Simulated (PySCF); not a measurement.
# H6MnO3 ([Mn(H2O)3]3+): the cost of one run

Computed with PySCF 2.14.0 and routines of our own; the level stands in each step. Atoms count from 0.

## 1. The starting structure

10 atoms, charge 3, states of the metal's open shell are computed; geometry from: model geometry, bond lengths from ionic radii.

## 2. Ligand-field states: state-averaged CASSCF

The job: settings as JSON, then the geometry in Å.

```
{"job": {"kind": "lf", "basis": {"metal": "x2c-TZVPall", "ligand": "x2c-SVPall"}, "nevpt": true}, "charge": 3, "metal": "Mn", "open_shell": "d4"}
Mn     0.000000     0.000000     0.000000
O      1.825000     0.000000     0.000000
H      2.400000     0.775000     0.000000
H      2.400000    -0.775000     0.000000
O     -0.912500     1.580496     0.000000
H     -1.871170     1.690961     0.000000
H     -0.528830     2.465961     0.000000
O     -0.912500    -1.580496     0.000000
H     -0.528830    -2.465961     0.000000
H     -1.871170    -1.690961     0.000000
```

With the program's defaults for keys left out, this is: state-averaged CASSCF of the metal d shell, SC-NEVPT2 on the averaged canonical orbitals, state-interaction spin-orbit coupling.

Started as:

```console
$ OMP_NUM_THREADS=1 python lf_run.py task.json out
```

This one command runs all jobs of the session in turn.

**Question.** How long does this first job take on 1 thread of Arm Neoverse N1, shared host, and how much memory does it need?

About 17 s, with a peak of 0.29 GiB.
